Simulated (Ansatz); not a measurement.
**C2H5FO2Si: up Jacob's ladder to CCSD(T)**

One table from this session's results is given with a row withheld; the runs are named, their logs left out.

Program: Ansatz 0.2.0, Gaussian basis. Level of theory: functionals in def2-TZVPP, the program's frozen cores in correlated methods. These are calculated values, not measurements.

The runs, in order: PBE-D4, r2SCAN-D4, PBE0-D4, B3LYP-D4, ωB97X-V, ωB97M-V, B2PLYP; CCSD(T)/def2-TZVPP; MP2/def2-QZVPP; extrapolation to the limit.

### The geometry

An earlier PBE0-D4 in a triple-zeta def2 set relaxation fixed the geometry.

11 atoms, charge 0, spin multiplicity 1.

Atoms are counted from 1 here; the program's logs count them from 0.

Bond lengths: O1–C2 1.211 Å, C2–Si3 1.923 Å, C2–H7 1.112 Å, Si3–O4 1.637 Å, Si3–C5 1.890 Å, Si3–H8 1.485 Å, O4–H9 0.965 Å, C5–F6 1.394 Å, C5–H10 1.095 Å, C5–H11 1.095 Å. Angles: O1–C2–Si3 116.9°, O1–C2–H7 119.3°, Si3–C2–H7 123.8°, C2–Si3–O4 104.0°, C2–Si3–C5 109.8°, C2–Si3–H8 110.4°, O4–Si3–C5 110.8°, O4–Si3–H8 112.6°, C5–Si3–H8 109.2°, Si3–O4–H9 112.4°, Si3–C5–F6 108.2°, Si3–C5–H10 112.0°, Si3–C5–H11 111.8°, F6–C5–H10 108.5°, F6–C5–H11 108.4°, H10–C5–H11 107.8°.

Set-up of the first run:

File in.yaml:

```yaml
crystal:
  periodic: [false, false, false]
  atoms:
    - {symbol: O, position_ang: [-2.248720, -0.949461, -0.549261]}
    - {symbol: C, position_ang: [-1.453191, -0.790170, 0.350134]}
    - {symbol: Si, position_ang: [0.380729, -0.502356, -0.151444]}
    - {symbol: O, position_ang: [0.361537, -0.578903, -1.786132]}
    - {symbol: C, position_ang: [0.943718, 1.204587, 0.433816]}
    - {symbol: F, position_ang: [0.909644, 1.220461, 1.827695]}
    - {symbol: H, position_ang: [-1.811457, -0.808311, 1.402855]}
    - {symbol: H, position_ang: [1.252713, -1.538497, 0.457112]}
    - {symbol: H, position_ang: [-0.522028, -0.746506, -2.135643]}
    - {symbol: H, position_ang: [1.964035, 1.433153, 0.109422]}
    - {symbol: H, position_ang: [0.288318, 1.998902, 0.062245]}
basis:
  gaussian: {orbitals: def2-TZVPP}
hamiltonian: {xc: pbe, dispersion: d4}
output: {forces: true, orbitals: {seedname: orbitals}}
```

The run is started by

```
> ansatz run in.yaml --threads 4 --pin off --events-out ev --progress --plain --max-ram 10444MiB
```

Steps of the session up to this table: PBE-D4 (GGA); r2SCAN-D4 (meta-GGA); PBE0-D4 (hybrid); B3LYP-D4 (hybrid); ωB97X-V (range-separated); ωB97M-V (range-separated); B2PLYP (double hybrid); CCSD(T) in def2-TZVPP; MP2 in def2-QZVPP.

One of the session's tables, all rows but one given; the rest of the session is left out.

It belongs to the step «Atomisation energies». 

| method | atomisation energy (kJ/mol) |
| --- | --- |
| PBE-D4 | 4400.1 |
| r2SCAN-D4 | 4296.5 |
| PBE0-D4 | 4274.5 |
| B3LYP-D4 | 4275.7 |
| ωB97X-V | 4299.6 |
| ωB97M-V | 4300.7 |
| B2PLYP | 4239.3 |
| HF/def2-TZVPP | 2998.8 |
| MP2/def2-TZVPP | 4280.9 |
| CCSD/def2-TZVPP | ? |
| CCSD(T)/def2-TZVPP | 4165.3 |
| MP2/CBS | 4408.3 |
| CCSD(T)/CBS | 4292.7 |

Estimate the missing values for CCSD/def2-TZVPP.

**Answer.** atomisation energy (kJ/mol): 4088.2. In the column «atomisation energy (kJ/mol)» it lies between HF/def2-TZVPP (2998.8) and CCSD(T)/def2-TZVPP (4165.3).
